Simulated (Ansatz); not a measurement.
# C₃H₉BO: how energies converge with the basis set

One table from this session's results is given with a row withheld; the runs are named, their logs left out.

Program: Ansatz 0.2.0, Gaussian basis. Level of theory: one geometry, several basis sets. These are calculated values, not measurements.

The runs, in order: PBE0-D4/def2-SVP; ωB97M-V/def2-SVP; PBE0-D4/def2-QZVPP; ωB97M-V/def2-QZVPP; the functionals' def2-TZVPP values are taken from earlier runs.

**The geometry**

An earlier PBE0-D4 in a triple-zeta def2 set relaxation fixed the geometry.

SMILES `CBOCC`, 14 atoms, charge 0, spin multiplicity 1.

Atoms are counted from 1 here; the program's logs count them from 0.

Bond lengths: C1–B2 1.561 Å, C1–H6 1.096 Å, C1–H7 1.096 Å, C1–H8 1.091 Å, B2–O3 1.347 Å, B2–H9 1.208 Å, O3–C4 1.418 Å, C4–C5 1.509 Å, C4–H10 1.096 Å, C4–H11 1.094 Å, C5–H12 1.093 Å, C5–H13 1.092 Å, C5–H14 1.092 Å. Angles: B2–C1–H6 110.2°, B2–C1–H7 110.2°, B2–C1–H8 113.4°, H6–C1–H7 105.4°, H6–C1–H8 108.7°, H7–C1–H8 108.7°, C1–B2–O3 119.7°, C1–B2–H9 121.9°, O3–B2–H9 118.4°, B2–O3–C4 122.3°, O3–C4–C5 110.3°, O3–C4–H10 109.7°, O3–C4–H11 107.2°, C5–C4–H10 111.0°, C5–C4–H11 110.5°, H10–C4–H11 108.1°, C4–C5–H12 110.2°, C4–C5–H13 110.6° and more.

Coordinates:

```xyz
14
charge 0, multiplicity 1
C    -1.7315   -1.1331    1.4775
B    -0.3641   -0.8471    0.7814
O    -0.3382   -0.1897   -0.3944
C     0.8736    0.1142   -1.0657
C     1.0963    1.6066   -1.0965
H    -1.7428   -0.6972    2.4828
H    -1.8611   -2.2109    1.6269
H    -2.5891   -0.7514    0.9206
H     0.6852   -1.1998    1.2659
H     1.7074   -0.3964   -0.5712
H     0.7875   -0.2810   -2.0821
H     1.9996    1.8424   -1.6642
H     0.2510    2.1122   -1.5673
H     1.2133    2.0020   -0.0850
```

Set-up of the first run:

The input, in.yaml:

```yaml
crystal:
  periodic: [false, false, false]
  atoms:
    - {symbol: C, position_ang: [-1.731485, -1.133069, 1.477503]}
    - {symbol: B, position_ang: [-0.364118, -0.847104, 0.781420]}
    - {symbol: O, position_ang: [-0.338185, -0.189727, -0.394416]}
    - {symbol: C, position_ang: [0.873618, 0.114187, -1.065655]}
    - {symbol: C, position_ang: [1.096269, 1.606567, -1.096484]}
    - {symbol: H, position_ang: [-1.742794, -0.697204, 2.482797]}
    - {symbol: H, position_ang: [-1.861121, -2.210864, 1.626863]}
    - {symbol: H, position_ang: [-2.589096, -0.751399, 0.920642]}
    - {symbol: H, position_ang: [0.685239, -1.199823, 1.265912]}
    - {symbol: H, position_ang: [1.707404, -0.396394, -0.571229]}
    - {symbol: H, position_ang: [0.787516, -0.281030, -2.082053]}
    - {symbol: H, position_ang: [1.999556, 1.842419, -1.664158]}
    - {symbol: H, position_ang: [0.251049, 2.112216, -1.567329]}
    - {symbol: H, position_ang: [1.213348, 2.002024, -0.085013]}
basis:
  gaussian: {orbitals: def2-SVP}
hamiltonian: {xc: pbe0, dispersion: d4}
output: {orbitals: {seedname: orbitals}}
```

Steps of the session up to this table: PBE0-D4 in def2-SVP; ωB97M-V in def2-SVP; PBE0-D4 in def2-QZVPP; ωB97M-V in def2-QZVPP.

One table of the session follows, with a row left open; its other results are not shown here.

```
functional       basis  HOMO (eV)  LUMO (eV)
   PBE0-D4    def2-SVP          ?          ?
   PBE0-D4  def2-TZVPP      -8.31       0.26
   PBE0-D4  def2-QZVPP      -8.33       0.17
   ωB97M-V    def2-SVP     -10.56       2.55
   ωB97M-V  def2-TZVPP     -10.67       2.07
   ωB97M-V  def2-QZVPP     -10.68       1.69
```

**Question.** Estimate the row for PBE0-D4, def2-SVP.

The run gave: HOMO (eV): -8.23; LUMO (eV): 0.49. In the column «HOMO (eV)» it is the highest.
